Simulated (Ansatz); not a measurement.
AlIn in Ansatz: the effect of strain

AlIn:

```
Al In
1.0
     3.05413    0.00000    0.00000
    -1.52707    2.64496    0.00000
     0.00000    0.00000    5.59490
Al In
1 1
Direct
  0.00000 0.00000 0.00000
  0.00000 0.00000 0.50000
```

The cell was built by a generator and needn't be a form met in nature.

Alike in all runs:

- Program: Ansatz 0.2.0
- Task: single point
- Functional: PBE
- Potentials or basis: Ansatz PAW
- Cutoff: 420 eV (not typed: the program's choice for these potentials)
- k mesh: 8 × 8 × 4
- Occupations: fermi-dirac, width 0.05 eV
- Spin: no spin polarisation
- Kind of strain: uniaxial

```tsv
strain	pressure (GPa)
-0.04	2.5
-0.02	1.1
-0.01	0.5
0	0.0
0.01	-0.3
0.02	-0.7
0.04	?
```

What does the run with strain 0.04 give?

Pressure -1.5 GPa.

Worked out: A parabola through the other rows of the pressure, of slope -8.81 GPa per unit of strain there, extrapolates to -1.0 GPa, against the run's -1.5.
